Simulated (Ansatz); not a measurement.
# C4H11AlO: a ladder of functionals and wavefunction methods

One table from this session's results is given with a row withheld; the runs are named, their logs left out.

Computed with Ansatz 0.2.0, Gaussian basis. Level: functionals in def2-TZVPP, the program's frozen cores in correlated methods.

Levels to be run: LDA (SPW92), PBE-D4, revPBE-D4, BLYP-D4, r2SCAN-D4, B97M-V, PBE0-D4, B3LYP-D4, r2SCANh-D4, r2SCAN0-D4, HSE06-D4, BHLYP-D4, CAM-B3LYP-D4, LC-ωPBE, ωB97X-V, ωB97M-V, B2PLYP, PBE-QIDH; CCSD(T)/def2-SVP; MP2/def2-TZVPP; MP2/def2-QZVPP; RPA on PBE.

### Structure used throughout

The geometry comes from an earlier relaxation with PBE0-D4 in a triple-zeta def2 set; it is a stationary point, not always the lowest conformer.

SMILES `C[CH2][Al]([OH])[CH2]C`, 17 atoms, charge 0, spin multiplicity 1.

Atoms are counted from 1 here; the program's logs count them from 0.

Bond lengths: C1–C2 1.531 Å, C1–H7 1.094 Å, C1–H8 1.094 Å, C1–H9 1.093 Å, C2–Al3 1.965 Å, C2–H10 1.097 Å, C2–H11 1.099 Å, Al3–O4 1.706 Å, Al3–C5 1.957 Å, O4–H12 0.955 Å, C5–C6 1.532 Å, C5–H13 1.095 Å, C5–H14 1.098 Å, C6–H15 1.094 Å, C6–H16 1.094 Å, C6–H17 1.094 Å. Angles: C2–C1–H7 111.8°, C2–C1–H8 112.3°, C2–C1–H9 111.8°, H7–C1–H8 107.0°, H7–C1–H9 106.7°, H8–C1–H9 107.0°, C1–C2–Al3 115.1°, C1–C2–H10 110.2°, C1–C2–H11 109.5°, Al3–C2–H10 109.3°, Al3–C2–H11 107.5°, H10–C2–H11 104.7°, C2–Al3–O4 120.4°, C2–Al3–C5 123.6°, O4–Al3–C5 116.1°, Al3–O4–H12 123.1°, Al3–C5–C6 114.8°, Al3–C5–H13 108.5° and more.

Set-up of the first run:

The input, in.yaml:

```yaml
crystal:
  periodic: [false, false, false]
  atoms:
    - {symbol: C, position_ang: [-1.367473, 1.709975, -0.306574]}
    - {symbol: C, position_ang: [-0.722862, 0.806799, -1.360820]}
    - {symbol: Al, position_ang: [0.873661, -0.168494, -0.761106]}
    - {symbol: O, position_ang: [2.107583, -0.567288, -1.869286]}
    - {symbol: C, position_ang: [1.150304, -0.760079, 1.083589]}
    - {symbol: C, position_ang: [-0.021028, -1.537129, 1.692402]}
    - {symbol: H, position_ang: [-0.690488, 2.507758, 0.012394]}
    - {symbol: H, position_ang: [-2.278124, 2.192448, -0.674760]}
    - {symbol: H, position_ang: [-1.641627, 1.152200, 0.593071]}
    - {symbol: H, position_ang: [-0.475811, 1.388752, -2.256883]}
    - {symbol: H, position_ang: [-1.455706, 0.063176, -1.703844]}
    - {symbol: H, position_ang: [2.082155, -0.316930, -2.791019]}
    - {symbol: H, position_ang: [2.065665, -1.360169, 1.122213]}
    - {symbol: H, position_ang: [1.356374, 0.125115, 1.700115]}
    - {symbol: H, position_ang: [0.162438, -1.807586, 2.736797]}
    - {symbol: H, position_ang: [-0.950153, -0.960180, 1.671387]}
    - {symbol: H, position_ang: [-0.214009, -2.468871, 1.152620]}
basis:
  gaussian: {orbitals: def2-TZVPP}
hamiltonian: {xc: lda}
output: {orbitals: {seedname: orbitals}}
```

Run with:

```sh
$ ansatz run in.yaml --threads 4 --pin off --events-out ev --progress --plain --max-ram 11315MiB
```

Steps of the session up to this table: LDA; PBE-D4 (GGA); revPBE-D4 (GGA); BLYP-D4 (GGA); r2SCAN-D4 (meta-GGA); B97M-V (meta-GGA); PBE0-D4 (hybrid); B3LYP-D4 (hybrid); r2SCANh-D4 (hybrid); r2SCAN0-D4 (hybrid); HSE06-D4 (hybrid); BHLYP-D4 (hybrid); CAM-B3LYP-D4 (range-separated); LC-ωPBE (range-separated); ωB97X-V (range-separated); ωB97M-V (range-separated); B2PLYP (double hybrid); PBE-QIDH (double hybrid).

One of the session's tables, all rows but one given; the rest of the session is left out.

It belongs to the step «Orbital energies across the functionals». 

```
  functional  HOMO (eV)  gap (eV)
 LDA (SPW92)      -5.86      4.76
      PBE-D4      -5.75      4.91
   revPBE-D4      -5.70      4.99
     BLYP-D4      -5.65      4.89
   r2SCAN-D4      -5.99      5.51
      B97M-V          ?         ?
     PBE0-D4      -7.00      6.93
    B3LYP-D4      -6.81      6.50
  r2SCANh-D4      -6.46      6.23
  r2SCAN0-D4      -7.16      7.30
    HSE06-D4      -6.60      6.16
    BHLYP-D4      -8.18      8.83
CAM-B3LYP-D4      -8.37      9.18
     LC-ωPBE      -9.70     11.67
     ωB97X-V      -9.35     11.13
     ωB97M-V      -9.21     10.64
```

**Question.** Estimate the row for B97M-V.

The run gave: HOMO (eV): -6.08; gap (eV): 5.37. In the column «HOMO (eV)» it lies between r2SCANh-D4 (-6.46) and r2SCAN-D4 (-5.99).
